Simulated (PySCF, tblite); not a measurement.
**C₄H₄F₂O₂: geometry, infrared bands and NMR shifts**

What infrared bands and NMR shifts should C₄H₄F₂O₂ (`O=C[C@@H](F)[C@@H]1O[C@H]1F`) show?

The runs use tblite 0.8.0 and PySCF 2.14.0, with density-fitted response routines of our own; the level of theory stands in each step. All values are computed, except where a source is named. Atoms are numbered from 0 throughout.

## 1. Starting geometry

12 atoms, charge 0, multiplicity 1; geometry from: force field or distance geometry start.

Bonds of the start (Å): O0–C1 1.24, C1–C2 1.50, C2–F3 1.39, C2–C4 1.49, C4–O5 1.36, O5–C6 1.37, C6–F7 1.36, C6–C4 1.54, C1–H8 1.08, C2–H9 1.11, C4–H10 1.11, C6–H11 1.12.

## 2. Geometry optimisation with GFN2-xTB

The job: settings as JSON, then the geometry in Å.

```
{"job": {"kind": "relax", "xc": "GFN2-xTB", "basis": "xTB"}, "charge": 0, "multiplicity": 1}
O     -1.763100    -1.357900     0.055600
C     -1.692600    -0.258100    -0.507100
C     -0.540900     0.669800    -0.235000
F     -0.986300     1.917800     0.179400
C      0.329200    -0.022400     0.763800
O      1.479200     0.507500     1.252000
C      1.718000    -0.260400     0.140700
F      2.078500    -1.575500     0.196100
H     -2.432700     0.084000    -1.208100
H     -0.038500     0.817900    -1.210100
H     -0.125200    -0.880200     1.302800
H      1.975800     0.356900    -0.755900
```

Command:

```
> OMP_NUM_THREADS=1 python probes_run.py task.json out
```

The driver reads the jobs from task.json and runs them one after another.

**Question.** This job is followed by: GFN2-xTB harmonic vibrations, gas phase; GIAO PBE0/pcSseg-1 NMR shielding, non-relativistic, gas phase. Predict these results of the whole session: strongest single infrared mode (GFN2-xTB); zero-point energy (GFN2-xTB); 13C shifts against TMS (PBE0/pcSseg-1); 1H shifts against TMS (PBE0/pcSseg-1); 17O shifts against H2O (PBE0/pcSseg-1); 19F shifts against CFCl3 (PBE0/pcSseg-1).

As calculated:

| quantity | value |
| --- | --- |
| strongest single infrared mode (GFN2-xTB) | 1804 cm⁻¹, 205 km/mol |
| zero-point energy (GFN2-xTB) | 47.8 kcal/mol |
| 13C shifts against TMS (PBE0/pcSseg-1) | 211.3, 99.9, 86.1, 58.3 ppm |
| 1H shifts against TMS (PBE0/pcSseg-1) | 10.33, 5.91, 4.52, 3.27 ppm |
| 17O shifts against H2O (PBE0/pcSseg-1) | 710.9, 82.7 ppm |
| 19F shifts against CFCl3 (PBE0/pcSseg-1) | -180.0, -231.0 ppm |

**Reading.** Over 114 steps the energy fell by 0.992 eV; of the close pairs, C4–C6 changed most, 1.541 to 1.464 Å. No mode is imaginary among the 30: a minimum at this level. The strongest single mode, at 1804 cm⁻¹, moves mainly C1 and O0. Unscaled tight-binding wavenumbers are off by several per cent, some by more. Its intensities can rank the bands wrongly. The most deshielded carbon is C1 (aldehyde carbonyl carbon), at 211.3 ppm: low-lying n→π* states of the double bond to the heteroatom give a large paramagnetic term (-273 ppm). The most deshielded hydrogen is H8 (hydrogen on an aldehyde carbonyl carbon), at 10.33 ppm: the C=O anisotropy and electron withdrawal place aldehyde protons far downfield. At PBE0/pcSseg-1: Shielding is most anisotropic at O0 (span 1429 ppm, paramagnetic term -775 ppm).
